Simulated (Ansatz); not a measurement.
# MnS: the cost of one run

Method: DFT PBEsol, scalar-relativistic, plane waves, PAW, in Ansatz 0.2.0.

The COD entry's cell or inner coordinates are ideal or old and differ from later refinements, so a difference from it is no clean test against experiment.

### 1 Starting point

It takes space group P6_3mc (No. 186, hexagonal). The conventional cell has a = 3.893 Å, b = 3.893 Å, c = 6.272 Å, α = 90.00°, β = 90.00°, γ = 120.00°. Around Mn (site symmetry 3m) lie 4 S at 2.37 to 2.38 Å. Around S (site symmetry 3m) lie 4 Mn at 2.37 to 2.38 Å.

Coordinates:

```
CELL_PARAMETERS angstrom
3.89285 0.00000 0.00000
-1.94642 3.37131 0.00000
0.00000 0.00000 6.27160
ATOMIC_POSITIONS crystal
Mn 0.33333 0.66667 0.00279
Mn 0.66667 0.33333 0.50279
S 0.33333 0.66667 0.38221
S 0.66667 0.33333 0.88221
```

### 2 Volume x 0.97, shape and atoms relaxed

File input.yaml:

```yaml
crystal:
  lattice:
    - [3.8928495075, 0.0, 0.0]
    - [-1.9464247538, 3.3713065666, 0.0]
    - [0.0, 0.0, 6.2715969487]
  atoms:
    - { symbol: Mn, position: [0.3333333333, 0.6666666667, 0.0027944063], spin: 4.49 }
    - { symbol: Mn, position: [0.6666666667, 0.3333333333, 0.5027944063], spin: 4.49 }
    - { symbol: S, position: [0.3333333333, 0.6666666667, 0.3822055937], spin: 0.14 }
    - { symbol: S, position: [0.6666666667, 0.3333333333, 0.8822055937], spin: 0.14 }
basis:
  ecutwfc: 420
kpoints:
  mp_grid: { grid: [12, 12, 8] }
hamiltonian:
  xc: pbesol
scf:
  occupations: { method: gaussian, width: 0.1 }
output:
  forces: true
  stress: true
  eigenvalues: true
  populations: true
magnetization:
  spin_polarized: true
relax:
  adjacent_minimum: "off"
  f_tol: 0.01
  max_steps: 30
  cell: { stress_tol: 0.1, fix: [volume] }
```

Run with:

```sh
ansatz run input.yaml --threads 1 --pin off --max-ram 2560MiB --backend cpu --events-out ev --progress --plain --runs-dir out
```

Q: Estimate wall time and peak memory on 1 thread of Intel Xeon at 2.50GHz (Skylake/Cascade Lake), shared host.

About 3.9 min, with a peak of 0.64 GiB.
